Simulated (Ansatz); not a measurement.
**C4H13InN2S: one species, many methods**

An exercise on one series of results from a longer session: the logs are not shown, and one member is left open.

The runs use Ansatz 0.2.0, Gaussian basis; functionals in def2-TZVPP, the program's frozen cores in correlated methods.

Plan: LDA (SPW92), PBE-D4, revPBE-D4, BLYP-D4, r2SCAN-D4, B97M-V, PBE0-D4, B3LYP-D4, r2SCANh-D4, r2SCAN0-D4, HSE06-D4, BHLYP-D4, CAM-B3LYP-D4, LC-ωPBE, ωB97X-V, ωB97M-V, B2PLYP, PBE-QIDH; CCSD(T)/def2-SVP; CCSD(T)/def2-TZVPP; MP2/def2-QZVPP; extrapolation to the limit; RPA on PBE.

1 further run of the same task is left out (for a known fault of the program).

## The relaxed structure

The geometry comes from an earlier relaxation with PBE0-D4 in a triple-zeta def2 set; it is a stationary point, not always the lowest conformer. In takes the def2 core potential; no spin-orbit term is included.

SMILES `C[N](C)[In]([SH])[N](C)C`, 21 atoms, charge 0, spin multiplicity 1.

Atoms are counted from 1 here; the program's logs count them from 0.

Bond lengths: C1–N2 1.439 Å, C1–H9 1.101 Å, C1–H10 1.093 Å, C1–H11 1.102 Å, N2–C3 1.437 Å, N2–In4 2.007 Å, C3–H12 1.092 Å, C3–H13 1.102 Å, C3–H14 1.102 Å, In4–S5 2.386 Å, In4–N6 2.009 Å, S5–H15 1.343 Å, N6–C7 1.437 Å, N6–C8 1.438 Å, C7–H16 1.102 Å, C7–H17 1.102 Å, C7–H18 1.093 Å, C8–H19 1.101 Å and more. Angles: N2–C1–H9 111.4°, N2–C1–H10 111.3°, N2–C1–H11 112.0°, H9–C1–H10 107.3°, H9–C1–H11 107.0°, H10–C1–H11 107.6°, C1–N2–C3 112.9°, C1–N2–In4 121.7°, C3–N2–In4 125.0°, N2–C3–H12 111.6°, N2–C3–H13 111.7°, N2–C3–H14 111.8°, H12–C3–H13 107.5°, H12–C3–H14 107.2°, H13–C3–H14 106.9°, N2–In4–S5 116.4°, N2–In4–N6 123.7°, S5–In4–N6 119.9° and more.

Geometry (Å):

```xyz
21
charge 0, multiplicity 1
C     1.1124   -1.1153   -2.7116
N     0.9262   -0.8625   -1.3077
C     1.8530   -1.5871   -0.4819
In   -0.6183    0.2237   -0.6273
S    -2.2618    0.8559   -2.2373
N    -0.7938    0.8408    1.2761
C    -2.0176    1.3735    1.8089
C     0.2470    0.7378    2.2625
H     2.1211   -0.8227   -3.0426
H     0.3967   -0.5518   -3.3153
H     0.9892   -2.1817   -2.9594
H     1.6647   -1.4146    0.5797
H     2.8950   -1.2937   -0.6857
H     1.7881   -2.6741   -0.6512
H    -2.8351    1.7529   -1.4181
H    -2.4174    0.7505    2.6251
H    -1.8763    2.3866    2.2175
H    -2.7928    1.4338    1.0409
H     0.4502    1.7135    2.7315
H     1.1845    0.3940    1.8206
H    -0.0148    0.0405    3.0750
```

Set-up of the first run:

Input file in.yaml:

```yaml
crystal:
  periodic: [false, false, false]
  atoms:
    - {symbol: C, position_ang: [1.112352, -1.115310, -2.711564]}
    - {symbol: N, position_ang: [0.926212, -0.862481, -1.307680]}
    - {symbol: C, position_ang: [1.852950, -1.587133, -0.481883]}
    - {symbol: In, position_ang: [-0.618292, 0.223713, -0.627289]}
    - {symbol: S, position_ang: [-2.261828, 0.855857, -2.237252]}
    - {symbol: N, position_ang: [-0.793843, 0.840828, 1.276150]}
    - {symbol: C, position_ang: [-2.017644, 1.373474, 1.808945]}
    - {symbol: C, position_ang: [0.246975, 0.737775, 2.262530]}
    - {symbol: H, position_ang: [2.121119, -0.822704, -3.042640]}
    - {symbol: H, position_ang: [0.396713, -0.551807, -3.315254]}
    - {symbol: H, position_ang: [0.989176, -2.181745, -2.959356]}
    - {symbol: H, position_ang: [1.664668, -1.414575, 0.579717]}
    - {symbol: H, position_ang: [2.895021, -1.293696, -0.685748]}
    - {symbol: H, position_ang: [1.788110, -2.674079, -0.651158]}
    - {symbol: H, position_ang: [-2.835088, 1.752936, -1.418109]}
    - {symbol: H, position_ang: [-2.417363, 0.750483, 2.625099]}
    - {symbol: H, position_ang: [-1.876339, 2.386636, 2.217519]}
    - {symbol: H, position_ang: [-2.792774, 1.433802, 1.040853]}
    - {symbol: H, position_ang: [0.450247, 1.713478, 2.731536]}
    - {symbol: H, position_ang: [1.184455, 0.394004, 1.820570]}
    - {symbol: H, position_ang: [-0.014834, 0.040544, 3.075005]}
basis:
  gaussian: {orbitals: def2-TZVPP}
hamiltonian: {xc: lda}
output: {orbitals: {seedname: orbitals}}
```

Started as:

```bash
ansatz run in.yaml --threads 4 --pin off --events-out ev --progress --plain --max-ram 66560MiB --backend cuda --devices 0, --max-vram 37GiB
```

Among the steps run: LDA; PBE-D4 (GGA); revPBE-D4 (GGA); BLYP-D4 (GGA); r2SCAN-D4 (meta-GGA); B97M-V (meta-GGA); B3LYP-D4 (hybrid); r2SCANh-D4 (hybrid); r2SCAN0-D4 (hybrid); HSE06-D4 (hybrid); BHLYP-D4 (hybrid); CAM-B3LYP-D4 (range-separated); LC-ωPBE (range-separated); ωB97X-V (range-separated); ωB97M-V (range-separated); B2PLYP (double hybrid); PBE-QIDH (double hybrid).

One table of the session follows, with a row left open; its other results are not shown here.

It belongs to the step «Orbital energies across the functionals». 

| functional | HOMO (eV) | gap (eV) |
| --- | --- | --- |
| LDA (SPW92) | -4.69 | 2.64 |
| PBE-D4 | -4.56 | 2.78 |
| revPBE-D4 | -4.51 | 2.85 |
| BLYP-D4 | -4.46 | 2.74 |
| r2SCAN-D4 | -4.78 | 3.20 |
| B97M-V | -4.91 | 3.20 |
| PBE0-D4 | -5.80 | 4.93 |
| B3LYP-D4 | -5.61 | 4.44 |
| r2SCANh-D4 | -5.25 | 4.00 |
| r2SCAN0-D4 | -5.97 | 5.20 |
| HSE06-D4 | -5.41 | 4.16 |
| BHLYP-D4 | ? | ? |
| CAM-B3LYP-D4 | -7.15 | 7.27 |
| LC-ωPBE | -8.46 | 9.84 |
| ωB97X-V | -8.15 | 9.31 |
| ωB97M-V | -8.07 | 8.95 |

Estimate the missing values for BHLYP-D4.

Worked estimate for «HOMO (eV)». Against the share of exact exchange, BLYP-D4 (0, -4.46), B3LYP-D4 (0.2, -5.61) give a slope of -5.75 per unit share; at 0.5 the line stands at -7.33.

**Answer.** HOMO (eV): -7.01; gap (eV): 7.02. In «HOMO (eV)» the line misses by -0.32.
